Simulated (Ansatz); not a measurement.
**LiY3: one candidate of a structure search**

Where does this trial cell of LiY3 go when cell and atoms are let free?

Computed with Ansatz 0.2.0 (DFT PBE, scalar-relativistic, plane waves, PAW, unless a step's input says otherwise).

**1. The structure to begin with**

Symmetry: P4/mmm, No. 123, tetragonal system. The conventional cell has a = 2.933 Å, b = 2.933 Å, c = 9.653 Å, α = 90.00°, β = 90.00°, γ = 90.00°. Around Li (site symmetry 4/mmm) lie 4 Li at 2.93 Å and 8 Y at 3.30 Å. Y (site symmetry 4mm) is surrounded by 8 Y at 2.93 to 3.07 Å and 4 Li at 3.30 Å. Y (site symmetry 4/mmm) has 12 Y at 2.93 to 3.07 Å in its first shell of neighbours.

Coordinates:

```
Li Y
1.0
     2.93257    0.00000    0.00000
     0.00000    2.93257    0.00000
     0.00000    0.00000    9.65284
Li Y
1 3
Direct
  0.00000 0.00000 0.00000
  0.50000 0.50000 0.73428
  0.00000 0.00000 0.50000
  0.50000 0.50000 0.26572
```

A structure generator made this guess: species swapped into a database cell of TlIn3 (P4/mmm, No. 123), with Li on the Tl sites and Y on the In sites. Its size is a rough estimate.

**2. Probe: one point on a coarse mesh**

Contents of input.yaml:

```yaml
crystal:
  lattice:
    - [2.93257341, 0.0, 0.0]
    - [0.0, 2.93257341, 0.0]
    - [0.0, 0.0, 9.65283702]
  atoms:
    - { symbol: Li, position: [0.0, 0.0, 0.0] }
    - { symbol: "Y", position: [0.5, 0.5, 0.73427552] }
    - { symbol: "Y", position: [0.0, 0.0, 0.5] }
    - { symbol: "Y", position: [0.5, 0.5, 0.26572448] }
basis:
  ecutwfc: 420
kpoints:
  mp_grid: { grid: [6, 6, 2] }
hamiltonian:
  xc: pbe
scf:
  occupations: { method: gaussian, width: 0.1 }
  lower_state_search: "off"
output:
  forces: true
  stress: true
  eigenvalues: true
```

The run is started by

```console
> ansatz run input.yaml --threads 1 --pin off --max-ram 2560MiB --backend cpu --events-out ev --progress --plain --runs-dir out
```

Further runs follow: a loose first relaxation; final relaxation.

Q: Predict the outcome of this session. Wanted: conventional cell; volume; energy over the elements; gap on the mesh.

As calculated:

| quantity | value |
| --- | --- |
| symmetry at the end (tolerance 0.05 Å) | space group P4/mmm (No. 123) |
| conventional cell | a = 3.634 Å, b = 3.634 Å, c = 8.829 Å, α = 90.00°, β = 90.00°, γ = 90.00° |
| volume | 29.15 Å³/atom |
| energy over the elements | +0.06 eV/atom |
| gap on the mesh | none (metal) |

**Reading.** The space group P4/mmm (No. 123) is kept, and the volume per atom grows by 40.4 % from the first guess. The formation energy is positive, so the separate elements lie lower. No finished test with a distortion of lower symmetry is shown, so the end may be a saddle point.
